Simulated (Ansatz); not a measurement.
# CH5SSb: the cost of one run

Method: RKS B3LYP/def2-SVP, in Ansatz 0.2.0.

### 1 The system as given

Bond lengths: C1–Sb2 2.104 Å, Sb2–S3 2.441 Å, C1–H4 1.138 Å, C1–H5 1.099 Å, C1–H6 1.158 Å, Sb2–H7 1.747 Å, S3–H8 1.341 Å. Angles: C1–Sb2–S3 90.6°, C1–Sb2–H7 92.3°, S3–Sb2–H7 92.0°, Sb2–C1–H4 108.1°, Sb2–C1–H5 113.7°, Sb2–C1–H6 111.1°, H4–C1–H5 111.8°, H4–C1–H6 104.8°, H5–C1–H6 107.0°, Sb2–S3–H8 93.1°.

Coordinates:

```xyz
8

C    -0.6660    0.7501   -0.3408
Sb    1.3680    0.2315   -0.4808
S     1.2737   -0.8336    1.7137
H    -0.7603    1.6125    0.3957
H    -1.3191   -0.0910   -0.0700
H    -1.0589    1.1740   -1.3439
H     1.0028   -1.2711   -1.2944
H     0.2520   -1.6296    1.3647
```

### 2 Relaxing end A

The input, input.yaml:

```yaml
crystal:
  periodic: [false, false, false]
  atoms:
    - { symbol: C, position_ang: [-0.666, 0.7501, -0.3408] }
    - { symbol: Sb, position_ang: [1.368, 0.2315, -0.4808] }
    - { symbol: S, position_ang: [1.2737, -0.8336, 1.7137] }
    - { symbol: H, position_ang: [-0.7603, 1.6125, 0.3957] }
    - { symbol: H, position_ang: [-1.3191, -0.091, -0.07] }
    - { symbol: H, position_ang: [-1.0589, 1.174, -1.3439] }
    - { symbol: H, position_ang: [1.0028, -1.2711, -1.2944] }
    - { symbol: H, position_ang: [0.252, -1.6296, 1.3647] }
basis:
  gaussian: { orbitals: def2-SVP }
hamiltonian:
  xc: b3lyp
relax:
  f_tol: 0.02
  max_steps: 50
```

Started as:

```
> ansatz run input.yaml --threads 2 --pin off --max-ram 3072MiB --backend cpu --events-out ev --progress --plain --runs-dir out
```

Q: Estimate wall time and peak memory on 2 threads of AMD EPYC 9R45 (Zen 5), shared host.

About 7.7 s, with a peak of 0.19 GiB.
